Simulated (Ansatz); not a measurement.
# InAs: the cost of one run

Method: reference: DFT, HSE06, plane waves, PAW, in Ansatz 0.2.0.

2 further runs of the same task are left out: 1 for a known fault of the program, 1 that didn't finish.

## 1. The structure to begin with

Symmetry: F-43m, No. 216, cubic system. The conventional cell has a = 6.109 Å, b = 6.109 Å, c = 6.109 Å, α = 90.00°, β = 90.00°, γ = 90.00°. Around In (site symmetry -43m) lie 4 As at 2.65 Å. As (site symmetry -43m) has 4 In at 2.65 Å as nearest neighbours.

Structure file:

```
In As
1.0
     0.00000    3.05459    3.05459
     3.05459    0.00000    3.05459
     3.05459    3.05459    0.00000
In As
1 1
Direct
  0.00000 0.00000 0.00000
  0.25000 0.25000 0.25000
```

## 2. Reference

input.yaml

```yaml
crystal:
  lattice:
    - [0.0, 3.0545904655, 3.0545904655]
    - [3.0545904655, 0.0, 3.0545904655]
    - [3.0545904655, 3.0545904655, 0.0]
  atoms:
    - { symbol: In, position: [0.0, 0.0, 0.0] }
    - { symbol: As, position: [0.25, 0.25, 0.25] }
kpoints:
  mp_grid: { grid: [4, 4, 4] }
hamiltonian:
  xc: hse06
scf:
  occupations: { method: fermi_dirac, width: 0.02 }
  n_extra_bands: 4
output:
  forces: true
  stress: true
  eigenvalues: true
```

Started as:

```sh
$ ansatz run input.yaml --threads 4 --pin off --max-ram 3686MiB --backend cpu --events-out ev --progress --plain --runs-dir out
```

**Question.** How long does this run take on 4 threads of Arm Neoverse N1, shared host, and how much memory does it need?

About 13 s, with a peak of 0.78 GiB.
